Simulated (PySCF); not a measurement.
# [WO2F2]−: other functionals and bases at one geometry

How far do other levels of theory move the description of [WO2F2]−, and what does each cost? The structure is generated, not taken from experiment.

The runs use PySCF 2.14.0; several levels, as the steps say, no spin–orbit coupling.

1 further run of the same task is left out (for a known fault of the program).

## (1) Where the work starts

5 atoms, charge -1, spin multiplicity 2.

Bond lengths: W1–O2 1.745 Å, W1–O3 1.745 Å, W1–F4 1.954 Å, W1–F5 1.954 Å. Angles: O2–W1–O3 112.8°, O2–W1–F4 115.0°, O2–W1–F5 115.0°, O3–W1–F4 115.0°, O3–W1–F5 115.0°, F4–W1–F5 80.6°.

As a file:

| atom | x (Å) | y (Å) | z (Å) |
| --- | --- | --- | --- |
| W1 | 0.00000 | 0.00000 | 0.19753 |
| O2 | 1.02772 | 1.02772 | 1.16317 |
| O3 | -1.02772 | -1.02772 | 1.16317 |
| F4 | 0.89374 | -0.89374 | -1.29264 |
| F5 | -0.89374 | 0.89374 | -1.29264 |

Formal oxidation states: W +5. An earlier session relaxed this geometry at B3LYP, W def2-SVP with ECP60, O def2-SVP, F def2-SVP (doublet, point group C2v).

At B3LYP on the finer grid: E = -417.238316 Eh, HOMO -0.06 eV, LUMO 2.92 eV (over both spins), ⟨S²⟩ = 0.754, Mulliken charge on W1 +0.81 e, largest force component 0.082 eV/Å. 

Levels to run: BP86; TPSS; M06-L; TPSSh; B3LYP, TZVP; B3LYP, x2c-SVP. Hardware: 2 threads of Arm Neoverse V2, shared host.

## (2) BP86

run.py (the lines that set the calculation) reads:

```python
mol = gto.M(atom='''
W      0.00000     0.00000     0.19753
O      1.02772     1.02772     1.16317
O     -1.02772    -1.02772     1.16317
F      0.89374    -0.89374    -1.29264
F     -0.89374     0.89374    -1.29264''',
    basis={'W': 'def2-SVP', 'O': 'def2-SVP', 'F': 'def2-SVP'},
    ecp={'W': 'def2-SVP'},
    charge=-1, spin=1)
mf = dft.UKS(mol, xc='B88,P86')
mf.grids.atom_grid = (75, 302)
mf = mf.density_fit()  # fitting sets: W def2-universal-JKFIT, O def2-universal-JKFIT, F def2-universal-JKFIT
mf.conv_tol = 1e-08; mf.max_cycle = 55
mf.kernel(dm0)  # dm0: the density of the relaxed state
```

On the command line:

```console
$ OMP_NUM_THREADS=2 python run.py
```

## (3) TPSS

run.py (the lines that set the calculation), as its differences from that of step 2:

```diff
@@ -9,3 +9,3 @@
     charge=-1, spin=1)
-mf = dft.UKS(mol, xc='B88,P86')
+mf = dft.UKS(mol, xc='TPSS')
 mf.grids.atom_grid = (75, 302)
```

## (4) M06-L

run.py (the lines that set the calculation), as its differences from that of step 3:

```diff
@@ -9,3 +9,3 @@
     charge=-1, spin=1)
-mf = dft.UKS(mol, xc='TPSS')
+mf = dft.UKS(mol, xc='M06L')
 mf.grids.atom_grid = (75, 302)
```

## (5) TPSSh

run.py (the lines that set the calculation), as its differences from that of step 4:

```diff
@@ -9,3 +9,3 @@
     charge=-1, spin=1)
-mf = dft.UKS(mol, xc='M06L')
+mf = dft.UKS(mol, xc='TPSSH')
 mf.grids.atom_grid = (75, 302)
```

## (6) B3LYP, TZVP

Basis: W def2-TZVP with ECP60, O def2-TZVP, F def2-TZVP. 

run.py (the lines that set the calculation) reads:

```python
mol = gto.M(atom='''
W      0.00000     0.00000     0.19753
O      1.02772     1.02772     1.16317
O     -1.02772    -1.02772     1.16317
F      0.89374    -0.89374    -1.29264
F     -0.89374     0.89374    -1.29264''',
    basis={'W': 'def2-TZVP', 'O': 'def2-TZVP', 'F': 'def2-TZVP'},
    ecp={'W': 'def2-TZVP'},
    charge=-1, spin=1)
mf = dft.UKS(mol, xc='B3LYP')
mf.grids.atom_grid = (75, 302)
mf = mf.density_fit()  # fitting sets: W def2-universal-JKFIT, O def2-universal-JKFIT, F def2-universal-JKFIT
mf.conv_tol = 1e-08; mf.max_cycle = 55
mf.kernel(dm0)  # dm0: free metal ions and neutral atoms
```

## (7) B3LYP, x2c-SVP

Basis: W x2c-SVPall, O x2c-SVPall, F x2c-SVPall. All electrons are treated, with the spin-free X2C Hamiltonian.

run.py (the lines that set the calculation) reads:

```python
mol = gto.M(atom='''
W      0.00000     0.00000     0.19753
O      1.02772     1.02772     1.16317
O     -1.02772    -1.02772     1.16317
F      0.89374    -0.89374    -1.29264
F     -0.89374     0.89374    -1.29264''',
    basis={'W': 'x2c-SVPall', 'O': 'x2c-SVPall', 'F': 'x2c-SVPall'},
    nucmod='G',
    charge=-1, spin=1)
mf = dft.UKS(mol, xc='B3LYP')
mf.grids.atom_grid = (99, 590)
mf = mf.density_fit()  # fitting sets: W AutoAux, O AutoAux, F AutoAux
mf = mf.sfx2c1e()
mf.conv_tol = 1e-08; mf.max_cycle = 55
mf.kernel(dm0)  # dm0: free metal ions and neutral atoms
```

What does the calculation give? Wanted: for each run, HOMO; gap; charge on W1; dipole; largest force.

The runs gave:

| level | state | HOMO (eV) | gap (eV) | charge on W1 (e) | dipole (D) | largest force (eV/Å) | basis functions | time |
| --- | --- | --- | --- | --- | --- | --- | --- | --- |
| B3LYP (relaxed here) | doublet | -0.06 | 2.98 | 0.81 | 0.34 | 0.08 | 88 | 14 s |
| BP86 | doublet | 1.07 | 1.27 | 0.62 | 0.47 | 0.54 | 88 | 4 s |
| TPSS | doublet | 1.05 | 1.53 | 0.74 | 0.45 | 0.59 | 88 | 6.3 s |
| M06-L | doublet | 1.04 | 1.95 | 1.02 | 0.22 | 0.25 | 88 | 6.9 s |
| TPSSh | doublet | 0.45 | 2.47 | 0.83 | 0.39 | 0.30 | 88 | 6.4 s |
| B3LYP, TZVP | doublet | -0.29 | 3.02 | 1.29 | 0.29 | 0.25 | 164 | 13 s |
| B3LYP, x2c-SVP | doublet | -0.38 | 2.96 | 0.74 | 0.32 | 0.61 | 122 | 28 s |

Times are on 2 threads of Arm Neoverse V2, shared host; the first row also made further properties. The dipole of a charged species depends on the origin, so these sizes hold for this origin alone.

In one basis the HOMO–LUMO gap runs from 1.27 eV (BP86) to 2.98 eV (B3LYP). The largest leftover force, 0.61 eV/Å with B3LYP, x2c-SVP, stands at a geometry relaxed at another level. The Mulliken charge on W spans +0.62 to +1.29 e over the levels. Total energies of different levels can't be compared. Spin–orbit coupling is left out throughout.
